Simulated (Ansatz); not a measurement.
# H₅O₂SSi₂ radical: up Jacob's ladder to CCSD(T)

The task here is to estimate one member of a computed series from the others.

Computed with Ansatz 0.2.0, Gaussian basis. Level: functionals in def2-TZVPP, the program's frozen cores in correlated methods.

Levels to be run: PBE-D4, r2SCAN-D4, PBE0-D4, B3LYP-D4, ωB97X-V, ωB97M-V, B2PLYP; CCSD(T)/def2-TZVPP; MP2/def2-QZVPP; extrapolation to the limit.

### The geometry

The geometry comes from an earlier relaxation with PBE0-D4 in a triple-zeta def2 set; it is a stationary point, not always the lowest conformer.

SMILES `O[SiH](O)S[SiH2]`, 10 atoms, charge 0, spin multiplicity 2.

Atoms are counted from 1 here; the program's logs count them from 0.

Bond lengths: O1–Si2 1.628 Å, O1–H6 0.959 Å, Si2–O3 1.635 Å, Si2–S4 2.144 Å, Si2–H7 1.474 Å, O3–H8 0.958 Å, S4–Si5 2.134 Å, Si5–H9 1.491 Å, Si5–H10 1.489 Å. Angles: Si2–O1–H6 117.8°, O1–Si2–O3 109.2°, O1–Si2–S4 112.9°, O1–Si2–H7 105.0°, O3–Si2–S4 106.3°, O3–Si2–H7 113.3°, S4–Si2–H7 110.2°, Si2–O3–H8 118.6°, Si2–S4–Si5 97.9°, S4–Si5–H9 110.1°, S4–Si5–H10 107.1°, H9–Si5–H10 110.7°.

Set-up of the first run:

Contents of in.yaml:

```yaml
crystal:
  periodic: [false, false, false]
  atoms:
    - {symbol: O, position_ang: [1.344378, -1.291457, 0.019213]}
    - {symbol: Si, position_ang: [0.729819, 0.081784, -0.603343]}
    - {symbol: O, position_ang: [1.955980, 1.088709, -0.997210]}
    - {symbol: S, position_ang: [-0.504650, 1.149279, 0.787216]}
    - {symbol: Si, position_ang: [-1.883652, -0.419982, 1.221599]}
    - {symbol: H, position_ang: [1.895846, -1.220026, 0.801064]}
    - {symbol: H, position_ang: [-0.067406, -0.348787, -1.766521]}
    - {symbol: H, position_ang: [1.769053, 2.023069, -1.096846]}
    - {symbol: H, position_ang: [-2.070637, -1.285794, 0.022140]}
    - {symbol: H, position_ang: [-3.168730, 0.223206, 1.612687]}
basis:
  gaussian: {orbitals: def2-TZVPP}
magnetization: {spin_polarized: true, initial_magnetization: 1}
hamiltonian: {xc: pbe, dispersion: d4}
output: {forces: true, orbitals: {seedname: orbitals}}
```

Run with:

```bash
$ ansatz run in.yaml --threads 2 --pin off --events-out ev --progress --plain --max-ram 32768MiB --backend cpu
```

Steps of the session up to this table: PBE-D4 (GGA); r2SCAN-D4 (meta-GGA); PBE0-D4 (hybrid); B3LYP-D4 (hybrid); ωB97X-V (range-separated); ωB97M-V (range-separated); B2PLYP (double hybrid); CCSD(T) in def2-TZVPP; MP2 in def2-QZVPP.

One table of the session follows, with a row left open; its other results are not shown here.

```
            method  atomisation energy (kJ/mol)
            PBE-D4                       3472.1
         r2SCAN-D4                       3466.0
           PBE0-D4                       3409.2
          B3LYP-D4                       3423.3
           ωB97X-V                       3460.9
           ωB97M-V                       3454.2
            B2PLYP                       3386.0
     HF/def2-TZVPP                       2454.7
    MP2/def2-TZVPP                       3414.5
   CCSD/def2-TZVPP                            ?
CCSD(T)/def2-TZVPP                       3339.5
           MP2/CBS                       3533.2
       CCSD(T)/CBS                       3458.2
```

Estimate the missing values for CCSD/def2-TZVPP.

As computed: atomisation energy (kJ/mol): 3284.0. In the column «atomisation energy (kJ/mol)» it lies between HF/def2-TZVPP (2454.7) and CCSD(T)/def2-TZVPP (3339.5).

Limits of these values: Free atoms (2 O, 2 Si, 1 S, 5 H) were run apart at each level; the atomisation energy is their sum less the molecule, without zero-point or spin-orbit terms.
